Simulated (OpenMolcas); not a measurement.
# Ru⁴⁺ among point charges: CASSCF and CASPT2 levels and susceptibility, part 2 of 2

How does a field of 8 point charges split the states of Ru⁴⁺, and what χT follows?

OpenMolcas 26.06; ANO-RCC-VTZP, DKH2, active space 4 electrons in 5 orbitals (4d), orbitals: per spin and parity. Surroundings: 8 point charges of -0.96 e arranged as a cube (Oh), 2.12 Å from the ion. The steps go on from the part before.

## (7) CASPT2: IPEA 0.25, imaginary shift 0.1 (closed shells correlated: 4s 4p)

File a.inp:

```
>>> COPY JOB001 $Project.JobIph
&CASPT2
Multistate=5 1 2 3 4 5
NoMult
Frozen=8 6
IPEA=0.25
Imaginary=0.1
MaxIter=60
WThr=0.0 0.3 0.05
PrWF=0.5
NoMix
>>> COPY JOB002 $Project.JobIph
&CASPT2
Multistate=45 1 2 3 4 5 6 7 8 9 10 11 12 13 14 15 16 17 18 19 20 21 22
23 24 25 26 27 28 29 30 31 32 33 34 35 36 37 38 39 40 41 42 43 44 45
NoMult
Frozen=8 6
IPEA=0.25
Imaginary=0.1
MaxIter=60
WThr=0.0 0.3 0.05
PrWF=0.5
NoMix
>>> COPY JOB003 $Project.JobIph
&CASPT2
Multistate=50 1 2 3 4 5 6 7 8 9 10 11 12 13 14 15 16 17 18 19 20 21 22
23 24 25 26 27 28 29 30 31 32 33 34 35 36 37 38 39 40 41 42 43 44 45 46
47 48 49 50
NoMult
Frozen=8 6
IPEA=0.25
Imaginary=0.1
MaxIter=60
WThr=0.0 0.3 0.05
PrWF=0.5
NoMix
```

Standard output:

```text
Orbital specifications:
      -----------------------

      Symmetry species                           1   2
                                                ag  au
      Frozen orbitals                            8   6
      Inactive orbitals                          1   3
      Active orbitals                            5   0
      Secondary orbitals                        22  23
      Deleted orbitals                           0   0
      Number of basis functions                 36  32
Type of calculation                        SS-CASPT2
      Fock operator                              state-specific
      IPEA shift                                 0.25
      Real shift                                 0.00
      Imaginary shift                            0.10
      The input orbitals will be transformed to quasi-canonical
Reference energy:       -4531.6082999428
      E2 (Non-variational):      -0.3318939532
      Shift correction:          -0.0001020624
      E2 (Variational):          -0.3319960157
      Total energy:           -4531.9402959585
      Residual norm:              0.0000001266
      Reference weight:           0.94855
      Contributions to the CASPT2 correlation energy
      Active & Virtual Only:         -0.0401582627
      One Inactive Excited:          -0.1661764194
      Two Inactive Excited:          -0.1255592711
Reference energy:       -4531.6082999428
      E2 (Non-variational):      -0.3319783000
      Shift correction:          -0.0001022176
      E2 (Variational):          -0.3320805176
      Total energy:           -4531.9403804604
      Residual norm:              0.0000001279
      Reference weight:           0.94851
      Contributions to the CASPT2 correlation energy
      Active & Virtual Only:         -0.0401850350
      One Inactive Excited:          -0.1662304245
      Two Inactive Excited:          -0.1255628406
::    CASPT2 Root  1     Total energy:  -4531.94029596
::    CASPT2 Root  2     Total energy:  -4531.94038046
::    CASPT2 Root  3     Total energy:  -4531.94036821
::    CASPT2 Root  4     Total energy:  -4531.92792815
::    CASPT2 Root  5     Total energy:  -4531.92788509
Orbital specifications:
      -----------------------

      Symmetry species                           1   2
                                                ag  au
      Frozen orbitals                            8   6
      Inactive orbitals                          1   3
      Active orbitals                            5   0
      Secondary orbitals                        22  23
      Deleted orbitals                           0   0
      Number of basis functions                 36  32
Type of calculation                        SS-CASPT2
      Fock operator                              state-specific
      IPEA shift                                 0.25
      Real shift                                 0.00
      Imaginary shift                            0.10
      The input orbitals will be transformed to quasi-canonical
Reference energy:       -4531.5251180252
      E2 (Non-variational):      -0.3373385266
      Shift correction:          -0.0001066871
      E2 (Variational):          -0.3374452137
      Total energy:           -4531.8625632389
      Residual norm:              0.0000000374
      Reference weight:           0.94757
      Contributions to the CASPT2 correlation energy
      Active & Virtual Only:         -0.0436171970
      One Inactive Excited:          -0.1694211960
      Two Inactive Excited:          -0.1243001335
Reference energy:       -4531.5251180252
      E2 (Non-variational):      -0.3370558104
      Shift correction:          -0.0001060695
      E2 (Variational):          -0.3371618799
      Total energy:           -4531.8622799051
      Residual norm:              0.0000000370
      Reference weight:           0.94769
      Contributions to the CASPT2 correlation energy
      Active & Virtual Only:         -0.0434898707
      One Inactive Excited:          -0.1693035727
      Two Inactive Excited:          -0.1242623670
::    CASPT2 Root  1     Total energy:  -4531.86256324
::    CASPT2 Root  2     Total energy:  -4531.86227991
::    CASPT2 Root  3     Total energy:  -4531.86262045
::    CASPT2 Root  4     Total energy:  -4531.85962134
::    CASPT2 Root  5     Total energy:  -4531.85958409
::    CASPT2 Root  6     Total energy:  -4531.86003827
::    CASPT2 Root  7     Total energy:  -4531.85538950
::    CASPT2 Root  8     Total energy:  -4531.85546125
::    CASPT2 Root  9     Total energy:  -4531.85538262
::    CASPT2 Root 10     Total energy:  -4531.85165281
::    CASPT2 Root 11     Total energy:  -4531.85189820
::    CASPT2 Root 12     Total energy:  -4531.85067640
::    CASPT2 Root 13     Total energy:  -4531.85021026
::    CASPT2 Root 14     Total energy:  -4531.85069638
::    CASPT2 Root 15     Total energy:  -4531.84866627
::    CASPT2 Root 16     Total energy:  -4531.84865954
::    CASPT2 Root 17     Total energy:  -4531.84867366
::    CASPT2 Root 18     Total energy:  -4531.84161253
::    CASPT2 Root 19     Total energy:  -4531.84192619
::    CASPT2 Root 20     Total energy:  -4531.84174400
::    CASPT2 Root 21     Total energy:  -4531.84251499
::    CASPT2 Root 22     Total energy:  -4531.84238040
::    CASPT2 Root 23     Total energy:  -4531.84236479
::    CASPT2 Root 24     Total energy:  -4531.84241515
::    CASPT2 Root 25     Total energy:  -4531.83758935
::    CASPT2 Root 26     Total energy:  -4531.83781339
::    CASPT2 Root 27     Total energy:  -4531.83282172
::    CASPT2 Root 28     Total energy:  -4531.82823937
::    CASPT2 Root 29     Total energy:  -4531.82828784
::    CASPT2 Root 30     Total energy:  -4531.82826773
Orbital specifications:
      -----------------------

      Symmetry species                           1   2
                                                ag  au
      Frozen orbitals                            8   6
      Inactive orbitals                          1   3
      Active orbitals                            5   0
      Secondary orbitals                        22  23
      Deleted orbitals                           0   0
      Number of basis functions                 36  32
Type of calculation                        SS-CASPT2
      Fock operator                              state-specific
      IPEA shift                                 0.25
      Real shift                                 0.00
      Imaginary shift                            0.10
      The input orbitals will be transformed to quasi-canonical
Reference energy:       -4531.4905374177
      E2 (Non-variational):      -0.3368903759
      Shift correction:          -0.0001003528
      E2 (Variational):          -0.3369907287
      Total energy:           -4531.8275281464
      Residual norm:              0.0000004806
      Reference weight:           0.94858
      Contributions to the CASPT2 correlation energy
      Active & Virtual Only:         -0.0438147813
      One Inactive Excited:          -0.1691087512
      Two Inactive Excited:          -0.1239668435
Reference energy:       -4531.4832360249
      E2 (Non-variational):      -0.3403421275
      Shift correction:          -0.0001047808
      E2 (Variational):          -0.3404469083
      Total energy:           -4531.8236829332
      Residual norm:              0.0000008142
      Reference weight:           0.94732
      Contributions to the CASPT2 correlation energy
      Active & Virtual Only:         -0.0430595146
      One Inactive Excited:          -0.1750247604
      Two Inactive Excited:          -0.1222578525
::    CASPT2 Root  1     Total energy:  -4531.82752815
::    CASPT2 Root  2     Total energy:  -4531.82368293
::    CASPT2 Root  3     Total energy:  -4531.82361332
::    CASPT2 Root  4     Total energy:  -4531.82391204
::    CASPT2 Root  5     Total energy:  -4531.82033540
::    CASPT2 Root  6     Total energy:  -4531.82027104
::    CASPT2 Root  7     Total energy:  -4531.82035270
::    CASPT2 Root  8     Total energy:  -4531.81451047
::    CASPT2 Root  9     Total energy:  -4531.81440649
::    CASPT2 Root 10     Total energy:  -4531.81192954
::    CASPT2 Root 11     Total energy:  -4531.81464754
::    CASPT2 Root 12     Total energy:  -4531.81144950
::    CASPT2 Root 13     Total energy:  -4531.81126212
::    CASPT2 Root 14     Total energy:  -4531.81107269
::    CASPT2 Root 15     Total energy:  -4531.81165479
::    CASPT2 Root 16     Total energy:  -4531.81222313
::    CASPT2 Root 17     Total energy:  -4531.81162246
::    CASPT2 Root 18     Total energy:  -4531.80535949
::    CASPT2 Root 19     Total energy:  -4531.80523627
::    CASPT2 Root 20     Total energy:  -4531.80120094
::    CASPT2 Root 21     Total energy:  -4531.80116605
::    CASPT2 Root 22     Total energy:  -4531.80107335
::    CASPT2 Root 23     Total energy:  -4531.79410484
::    CASPT2 Root 24     Total energy:  -4531.79199594
::    CASPT2 Root 25     Total energy:  -4531.79215863
::    CASPT2 Root 26     Total energy:  -4531.79214310
::    CASPT2 Root 27     Total energy:  -4531.77786130
::    CASPT2 Root 28     Total energy:  -4531.77789933
::    CASPT2 Root 29     Total energy:  -4531.77009413
::    CASPT2 Root 30     Total energy:  -4531.76727719
```

This run: 23 s of run time, 1 thread, shared host.

SS-CASPT2: lowest energy less the reference's lowest, -0.3320 hartree; reference weights 0.934 to 0.949.

Spin-free states, with their symmetry labels:

```
state  degeneracy  E (cm-1)  free-ion L (%)
  5T2           3         0         D (100)
   5E           2      2731         D (100)
  3T1           3     17088          H (78)
  3T2           3     17690          H (90)
  3T1           3     18642          H (71)
   3E           2     19439          H (96)
  3T1           3     19713          P (68)
  3T2           3     20122          G (52)
  3A2           1     21472         F (100)
  3T2           3     21500          F (51)
  3T1           3     21637          F (49)
   3E           2     22528          G (95)
  3A1           1     23599         G (100)
  3T1           3     24599          G (66)
  1A1           1     24761          I (58)
  1T1           3     25593          I (75)
  1T2           3     26343          I (97)
  3T2           3     26417          D (98)
  1A1           1     27588          G (51)
   1E           2     27630          G (52)
   3E           2     27877          D (99)
  1A2           1     28185          I (99)
  1T1           3     28206          G (74)
  1T2           3     28331          I (89)
```

With spin-orbit coupling:

| E (cm-1) | Degeneracy | Label | 2S+1 |
| --- | --- | --- | --- |
| 0 | 1 | A1 | 5 |
| 400 | 3 | T1 | 5 |
| 860 | 3 | T2 | 5 |
| 1450 | 2 | E | 5 |
| 1780 | 3 | T1 | 5 |
| 2360 | 3 | T2 | 5 |
| 4330 | 1 | A2 | 5 |
| 4520 | 3 | T2 | 5 |
| 4660 | 2 | E | 5 |
| 4730 | 3 | T1 | 5 |
| 4800 | 1 | A1 | 5 |
| 16340 | 1 | A1 | 3 |
| 17840 | 2 | E | 3 |
| 17840 | 3 | T1 | 3 |
| 18500 | 3 | T2 | 3 |
| 18600 | 3 | T1 | 3 |
| 19000 | 1 | A1 | 3 |
| 19070 | 3 | T2 | 3 |
| 19200 | 1 | A2 | 3 |
| 19520 | 3 | T1 | 3 |
| 19580 | 2 | E | 3 |
| 19740 | 3 | T2 | 3 |
| 19740 | 2 | E | 3 |
| 20380 | 3 | T1 | 3 |

Powder χT (cm³ K/mol): 0.01 at 2 K, 0.02 at 5 K, 0.03 at 10 K, 0.07 at 20 K, 0.17 at 50 K, 0.34 at 100 K, 0.51 at 150 K, 0.67 at 200 K, 0.80 at 250 K, 0.91 at 300 K.

## (8) The methods side by side

A. CASSCF
B. SS-CASPT2, IPEA 0.25, imaginary shift 0.1 (closed shells correlated: 4s 4p)

```
method  ground state  first state of that spin (cm-1)  first gap with spin-orbit (cm-1)  χT at 300 K
     A           5T2                          5E 2471                             386.7         0.91
     B           5T2                          5E 2731                             401.3         0.91
```

## (9) What came out

The summary covers parts 1 to 2.

| quantity | value |
| --- | --- |
| method | SS-CASPT2, IPEA 0.25, imaginary shift 0.1 (closed shells correlated: 4s 4p) |
| spin-free ground state | 5T2, 3-fold in its orbital part |
| first state of the same spin within the active space | 5E at 2730 cm⁻¹ |
| lowest level | 1-fold A1 |
| next level | 401.3 cm⁻¹ |
| χT at 300 K | 0.91 cm³ K/mol |
| effective moment at 300 K | 2.70 μB |

Cost by method:

```
                                              method  time of its own steps  time with the reference
                                           A. CASSCF                   54 s                     54 s
B. SS-CASPT2, IPEA 0.25, imaginary shift 0.1, +4s 4p                   23 s                     77 s
```

Times are of one thread on a shared host.

In words: The spin-free ground state (5T2) comes to 100 % from free-ion D terms and keeps the highest spin of the shell. χT at 300 K is 0.91, against 3.01 cm³ K/mol for the spin alone, so spin-orbit coupling lowers it. An active space of the d shell alone favours high spin; real ions in strong fields can be low spin. CASPT2 does not keep the components of a term degenerate, and the means are used. The field of point charges can differ much from that of real complexes. With metal d orbitals alone active, the gaps between spin states are rough; where two lie within a few thousand cm-1, their order is open. This is an electrostatic model: the charges have no orbitals.
